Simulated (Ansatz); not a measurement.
# CH8BGaGe: geometry and vibrations

What shape does CH8BGaGe take? The plan is to relax it, check the end point by its vibrations and derive ideal-gas thermochemistry, and look at its orbitals and charge.

The runs use Ansatz 0.2.0, Gaussian basis; RKS PBE0-D4/def2-TZVP.

Levels to be run: relaxation at PBE0-D4/def2-TZVP; harmonic vibrations at the same level; a single point in def2-TZVPP for the fields.

### Step 1. Starting geometry

SMILES `[BH2][GaH][GeH2][CH3]`, 12 atoms, charge 0, spin multiplicity 1.

Atoms are counted from 1 here; the program's logs count them from 0.

Bond lengths: B1–Ga2 2.098 Å, B1–H5 1.172 Å, B1–H6 1.173 Å, Ga2–Ge3 2.481 Å, Ga2–H7 1.633 Å, Ge3–C4 1.992 Å, Ge3–H8 1.536 Å, Ge3–H9 1.535 Å, C4–H10 1.087 Å, C4–H11 1.088 Å, C4–H12 1.087 Å. Angles: Ga2–B1–H5 121.6°, Ga2–B1–H6 121.7°, H5–B1–H6 116.6°, B1–Ga2–Ge3 130.7°, B1–Ga2–H7 120.8°, Ge3–Ga2–H7 108.5°, Ga2–Ge3–C4 116.2°, Ga2–Ge3–H8 115.2°, Ga2–Ge3–H9 115.2°, C4–Ge3–H8 104.9°, C4–Ge3–H9 104.8°, H8–Ge3–H9 98.4°, Ge3–C4–H10 111.4°, Ge3–C4–H11 110.2°, Ge3–C4–H12 110.1°, H10–C4–H11 108.6°, H10–C4–H12 108.7°, H11–C4–H12 107.8°.

Geometry (Å):

```xyz
12

B    -0.8858    3.1354    0.7023
Ga    0.2291    1.3856    0.3893
Ge   -0.4629   -0.8478   -0.4405
C     0.9086   -2.2883   -0.3344
H    -1.0441    3.9236   -0.1508
H    -1.4403    3.3402    1.7152
H     1.8297    1.3464    0.7099
H    -1.7099   -1.4394    0.2329
H    -0.9554   -0.8803   -1.8944
H     0.5381   -3.2200   -0.7540
H     1.1902   -2.4627    0.7016
H     1.8027   -1.9929   -0.8771
```

The start is a GFN2-xTB geometry.

### Step 2. Relaxation at PBE0-D4/def2-TZVP

File in.yaml:

```yaml
crystal:
  periodic: [false, false, false]
  atoms:
    - {symbol: B, position_ang: [-0.885770, 3.135440, 0.702340]}
    - {symbol: Ga, position_ang: [0.229130, 1.385630, 0.389320]}
    - {symbol: Ge, position_ang: [-0.462890, -0.847850, -0.440550]}
    - {symbol: C, position_ang: [0.908560, -2.288250, -0.334360]}
    - {symbol: H, position_ang: [-1.044130, 3.923640, -0.150820]}
    - {symbol: H, position_ang: [-1.440260, 3.340240, 1.715220]}
    - {symbol: H, position_ang: [1.829690, 1.346430, 0.709870]}
    - {symbol: H, position_ang: [-1.709940, -1.439420, 0.232920]}
    - {symbol: H, position_ang: [-0.955420, -0.880260, -1.894400]}
    - {symbol: H, position_ang: [0.538110, -3.219990, -0.754030]}
    - {symbol: H, position_ang: [1.190240, -2.462660, 0.701630]}
    - {symbol: H, position_ang: [1.802660, -1.992930, -0.877140]}
basis:
  gaussian: {orbitals: def2-TZVP}
hamiltonian: {xc: pbe0, dispersion: d4}
relax: {f_tol: 0.005, max_steps: 150}
```

Started as:

```
ansatz run in.yaml --threads 2 --pin off --events-out ev --progress --plain --max-ram 32768MiB --backend cuda --devices 0, --max-vram 18GiB
```

After this run come: Harmonic vibrations; Fields at the relaxed geometry.

Q: Predict the results of all the runs planned. Wanted: point group; shift from the start; total energy; dispersion term; dipole moment; lowest, highest wavenumber; HOMO, LUMO.

The runs gave:

```
                  quantity            value
               point group               C1
                     steps               13
shift from the start (rms)          0.155 Å
              total energy  -110723.2056 eV
           dispersion term         -203 meV
             dipole moment           0.40 D
lowest, highest wavenumber   -10, 3157 cm⁻¹
                HOMO, LUMO  -6.94, -2.20 eV
```

The atoms moved 0.16 Å (rms) from the start; the bond that changed most is Ga2–H7, from 1.633 to 1.578 Å. One or more small negative wavenumbers (down to -10 cm⁻¹) point to a very flat motion, so a minimum isn't proven. The stiffest mode, 3157 cm⁻¹, is a C–H stretch. Harmonic hybrid wavenumbers usually lie a few per cent above measured fundamentals. The largest Mulliken charge, -0.48 e, sits on C4. The HOMO lies mostly on Ga2 27 %; Ge3 24 % and the LUMO on B1 56 %; H5, H6 about 14 % each.
